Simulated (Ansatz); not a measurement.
Input of an Ansatz 0.2.0 run:

The input input:

```
crystal:
  lattice:
    - [1.5718551461, 0.9075109917, 5.1016196719]
    - [-1.5718551461, 0.9075109917, 5.1016196719]
    - [0.0, -1.8150219835, 5.1016196719]
  atoms:
    - { symbol: W, position: [0.0, 0.0, 0.0] }
    - { symbol: Ta, position: [0.5, 0.5, 0.5] }
    - { symbol: C, position: [0.250933, 0.250933, 0.250933] }
    - { symbol: C, position: [0.749067, 0.749067, 0.749067] }
hamiltonian:
  xc: hse06
  pseudopotentials: { kind: paw }
kpoints:
  mp_grid: { grid: [8, 8, 8] }
  band_path:
    path:
      - [[0.0, 0.0, 0.0], [0.5, 0.0, 0.0], [0.5, 0.1877624847, -0.1877624847]]
      - [[0.8122375153, 0.5, 0.1877624847], [0.5, 0.5, 0.5], [0.0, 0.0, 0.0], [0.3438812424, 0.0, -0.3438812424]]
      - [[0.6561187576, 0.3438812424, 0.0], [0.5, 0.5, 0.0], [0.6561187576, 0.6561187576, 0.1877624847], [0.5, 0.5, 0.5]]
      - [[0.5, 0.0, 0.0], [0.8122375153, 0.3438812424, 0.3438812424]]
    npoints: 4
scf:
  occupations: { method: fermi_dirac, width: 0.05 }
  n_extra_bands: 10
output:
  forces: true
  stress: true
  eigenvalues: true
  fatbands: false
  write_density: true
  write_potential: true
  elf: true
  volumetric_format: npy
```

Q: Predict the largest force.

A: 0.026 eV/Å.

Q: Estimate the band gap on the k mesh.

A: None (metal or under the smearing width).

Q: Estimate the pressure.

A: -10.5 GPa.

Forces on the atoms (eV/Å):
```
W    0.000  0.000  0.000
Ta   0.000  0.000  0.000
C    0.000  0.000  0.026
C    0.000  0.000 -0.026
```

Caveat: spin-orbit coupling is left out, which moves the levels of the heavy elements; the PAW data sets come from PBE, with cores solved anew for the run's functional, which leaves a small shift of forces and pressure; the thresholds are loose for stress.
